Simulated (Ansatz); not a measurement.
# NbAl3N4: from a guess to a relaxed structure, part 2 of 2

Aim: relax a trial structure of NbAl3N4 and see where it ends.

Ansatz 0.2.0; DFT PBE, scalar-relativistic, plane waves, PAW. Earlier steps stand in the parts before.

## Step 4: Full relaxation

The end of the coarse run is made exact in the group found at a tolerance of 0.06 Å and reduced to its primitive cell.

Contents of input.yaml:

```yaml
crystal:
  lattice:
    - [4.2154750708, 0.0, 0.0]
    - [0.0, 4.2154750708, 0.0]
    - [0.0, 0.0, 4.2154750708]
  atoms:
    - { symbol: Al, position: [0.0, 0.5, 0.5] }
    - { symbol: Al, position: [0.5, 0.0, 0.5] }
    - { symbol: Al, position: [0.5, 0.5, 0.0] }
    - { symbol: Nb, position: [0.0, 0.0, 0.0] }
    - { symbol: "N", position: [0.5, 0.0, 0.0] }
    - { symbol: "N", position: [0.0, 0.5, 0.0] }
    - { symbol: "N", position: [0.0, 0.0, 0.5] }
    - { symbol: "N", position: [0.5, 0.5, 0.5] }
basis:
  ecutwfc: 420
kpoints:
  mp_grid: { grid: [10, 10, 10] }
hamiltonian:
  xc: pbe
scf:
  occupations: { method: gaussian, width: 0.1 }
output:
  forces: true
  stress: true
  eigenvalues: true
relax:
  adjacent_minimum: "off"
  f_tol: 0.01
  max_steps: 80
  cell: { stress_tol: 0.05 }
```

Command:

```
$ ansatz run input.yaml --threads 1 --pin off --max-ram 2048MiB --backend cpu --events-out ev --progress --plain --runs-dir out
```

Standard output (excerpt; [...] marks lines left out):

```text
Warning: RAYON_NUM_THREADS=1 ignored (pool sized by the plan → 1); use --threads N
[...]
Pseudopotentials: kind: paw
Pseudopotential: Al, paw, valence charge 3, recommended cutoff 420 eV (normal), Al.paw.azcp
Pseudopotential: Nb, paw, valence charge 13, recommended cutoff 420 eV (normal), Nb.paw.azcp
Pseudopotential: N, paw, valence charge 5, recommended cutoff 420 eV (normal), N.paw.azcp
Functional definition: PBE
[...]
Crystal: 8 atoms, lattice volume = 74.910 Å³
Basis set: ecut = 420 eV, 1419 PW (Γ), exchange–correlation on 60×60×60 points (8 copies of the dense FFT grid, shifted against one another)
Bands: 29, of which v1, the nominal top of the filled ones, is band 21 counted from 1 (20 counted from 0)
Symmetry: 48 space group operations
Space group: Pm-3m (ITA 221), of the structure as read, at distance tolerance 4.2e-5 Å
k-points: 56 of 1000
[...]
--- Band table (eV; the first three rows and the last of 56) ---
[...]
--- Relaxed structure (2 steps of the walk, 2 accepted, 1 SCFs on fresh bases) ---
  F+E_penalty+E_count = -7707.72881337 eV   max|allowed force component| = 4.462e-30 eV/Å   (the final SCF, on the basis selected at the relaxed cell)
  cell:  # Å, volume = 74.9377 Å³
    - [4.2159950270874225, -3.209883240645393e-35, 0.0]
    - [-3.209883240645393e-35, 4.2159950270874225, -3.209883240645393e-35]
    - [0.0, -3.209883240645393e-35, 4.2159950270874225]
  atoms:
    - { symbol: Al, position: [-4.647536086597831e-40, 0.5, 0.5] }
    - { symbol: Al, position: [0.5, 6.390362119082041e-40, 0.5] }
    - { symbol: Al, position: [0.5, 0.5, -2.7013803503358247e-39] }
    - { symbol: Nb, position: [-5.1122896952597645e-39, -3.3113694617023467e-39, 5.518949102837247e-40] }
    - { symbol: N, position: [0.5, 4.066594075776443e-40, 7.84271714613714e-40] }
    - { symbol: N, position: [-2.323768043299584e-39, 0.5, 7.842717146138852e-40] }
    - { symbol: N, position: [-6.041796912579722e-39, -5.228478097425901e-40, 0.5] }
    - { symbol: N, position: [0.5, 0.5, 0.5] }
```

It took 24 s on 1 thread of Arm Neoverse V2, shared host; peak memory 0.47 GiB.

Relaxation path:

| step | E - E(step 1) (eV/cell) | largest force component (eV/Å) | pressure (GPa) | volume (Å³) |
| --- | --- | --- | --- | --- |
| 1 | 0.0000 | 0.0000 | 0.14 | 74.91 |
| 2 | 0.0001 | 0.0000 | 0.04 | 74.94 |
| 3 | 0.0000 | 0.0000 | 0.04 | 74.94 |

Step 1 is the start. Step 3 repeats the geometry before it on a plane-wave basis chosen anew for that cell, so its energy need not be comparable with the rows above.

|  | before | after | change |
| --- | --- | --- | --- |
| a (Å) | 4.215 | 4.216 | 0.0 % |
| b (Å) | 4.215 | 4.216 | 0.0 % |
| c (Å) | 4.215 | 4.216 | 0.0 % |
| volume (Å³/atom) | 9.36 | 9.37 | 0.0 % |
| shortest distance (Å) | 2.108 | 2.108 | 0.0 % |
| space group (0.01 Å) | Pm-3m | Pm-3m | same |

The run keeps the 48 symmetry operations of the start, so it could not have lowered the symmetry.

## Step 5: Summary of results

The summary covers parts 1 to 2. Changes of volume or cell count from the first structure of part 1.

| quantity | value |
| --- | --- |
| symmetry at the end (tolerance 0.05 Å) | space group Pm-3m (No. 221) |
| conventional cell | a = 4.216 Å, b = 4.216 Å, c = 4.216 Å, α = 90.00°, β = 90.00°, γ = 90.00° |
| volume | 9.37 Å³/atom |
| energy over the elements (uncorrected; H, N, O, F and Cl as molecules) | -0.86 eV/atom |
| gap on the mesh | none (metal) |

The space group Pm-3m (No. 221) is kept, and the volume per atom shrinks by 35.1 % from the first guess. A negative formation energy is needed for stability but isn't enough; other structures and compounds were not set against it here. No finished test with a distortion of lower symmetry is shown, so the end may be a saddle point.
